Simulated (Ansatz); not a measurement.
**CH3NO2Si: a ladder of functionals and wavefunction methods**

One table from this session's results is given with a row withheld; the runs are named, their logs left out.

Program: Ansatz 0.2.0, Gaussian basis. Level of theory: functionals in def2-TZVPP, the program's frozen cores in correlated methods. These are calculated values, not measurements.

Plan: LDA (SPW92), PBE-D4, revPBE-D4, BLYP-D4, r2SCAN-D4, B97M-V, PBE0-D4, B3LYP-D4, r2SCANh-D4, r2SCAN0-D4, HSE06-D4, BHLYP-D4, CAM-B3LYP-D4, LC-ωPBE, ωB97X-V, ωB97M-V, B2PLYP, PBE-QIDH; CCSD(T)/def2-SVP; CCSD(T)/def2-TZVPP; MP2/def2-QZVPP; extrapolation to the limit; RPA on PBE.

## Structure used throughout

All runs share one geometry, relaxed beforehand with PBE0-D4 in a triple-zeta def2 set.

SMILES `O=C=N[SiH2]O`, 8 atoms, charge 0, spin multiplicity 1.

Atoms are counted from 1 here; the program's logs count them from 0.

Bond lengths: O1–C2 1.164 Å, C2–N3 1.194 Å, N3–Si4 1.711 Å, Si4–O5 1.634 Å, Si4–H6 1.476 Å, Si4–H7 1.480 Å, O5–H8 0.958 Å. Angles: O1–C2–N3 177.8°, C2–N3–Si4 160.5°, N3–Si4–O5 111.7°, N3–Si4–H6 109.2°, N3–Si4–H7 105.9°, O5–Si4–H6 106.0°, O5–Si4–H7 111.6°, H6–Si4–H7 112.5°, Si4–O5–H8 118.8°.

Geometry (Å):

```xyz
8

O     1.1159   -2.9837    0.4611
C     0.8701   -1.8632    0.2648
N     0.6481   -0.7134    0.0295
Si   -0.0350    0.8519    0.1355
O    -1.5524    0.8899   -0.4707
H    -0.1552    1.2337    1.5558
H     0.8752    1.7443   -0.6170
H    -1.6746    0.7832   -1.4149
```

Set-up of the first run:

Contents of in.yaml:

```yaml
crystal:
  periodic: [false, false, false]
  atoms:
    - {symbol: O, position_ang: [1.115858, -2.983687, 0.461129]}
    - {symbol: C, position_ang: [0.870075, -1.863154, 0.264818]}
    - {symbol: N, position_ang: [0.648129, -0.713358, 0.029538]}
    - {symbol: Si, position_ang: [-0.035002, 0.851927, 0.135459]}
    - {symbol: O, position_ang: [-1.552394, 0.889939, -0.470720]}
    - {symbol: H, position_ang: [-0.155193, 1.233687, 1.555763]}
    - {symbol: H, position_ang: [0.875189, 1.744341, -0.616967]}
    - {symbol: H, position_ang: [-1.674563, 0.783206, -1.414921]}
basis:
  gaussian: {orbitals: def2-TZVPP}
hamiltonian: {xc: lda}
output: {orbitals: {seedname: orbitals}}
```

On the command line:

```bash
$ ansatz run in.yaml --threads 2 --pin off --events-out ev --progress --plain --max-ram 4352MiB
```

Steps of the session up to this table: LDA; PBE-D4 (GGA); revPBE-D4 (GGA); BLYP-D4 (GGA); r2SCAN-D4 (meta-GGA); B97M-V (meta-GGA); PBE0-D4 (hybrid); B3LYP-D4 (hybrid); r2SCANh-D4 (hybrid); r2SCAN0-D4 (hybrid); HSE06-D4 (hybrid); BHLYP-D4 (hybrid); CAM-B3LYP-D4 (range-separated); LC-ωPBE (range-separated); ωB97X-V (range-separated); ωB97M-V (range-separated); B2PLYP (double hybrid); PBE-QIDH (double hybrid).

One table of the session follows, with a row left open; its other results are not shown here.

It belongs to the step «Orbital energies across the functionals». 

| functional | HOMO (eV) | gap (eV) |
| --- | --- | --- |
| LDA (SPW92) | -7.44 | 6.14 |
| PBE-D4 | -7.30 | 6.26 |
| revPBE-D4 | -7.24 | 6.31 |
| BLYP-D4 | -7.19 | 6.24 |
| r2SCAN-D4 | -7.62 | 7.01 |
| B97M-V | -7.67 | 6.92 |
| PBE0-D4 | ? | ? |
| B3LYP-D4 | -8.46 | 8.06 |
| r2SCANh-D4 | -8.14 | 7.83 |
| r2SCAN0-D4 | -8.91 | 9.06 |
| HSE06-D4 | -8.28 | 7.78 |
| BHLYP-D4 | -10.00 | 10.71 |
| CAM-B3LYP-D4 | -10.06 | 10.86 |
| LC-ωPBE | -11.38 | 13.42 |
| ωB97X-V | -11.03 | 12.94 |
| ωB97M-V | -10.90 | 12.49 |

Q: Estimate the row for PBE0-D4 from the others.

The run gave: HOMO (eV): -8.68; gap (eV): 8.55. In the column «HOMO (eV)» it lies between r2SCAN0-D4 (-8.91) and B3LYP-D4 (-8.46).
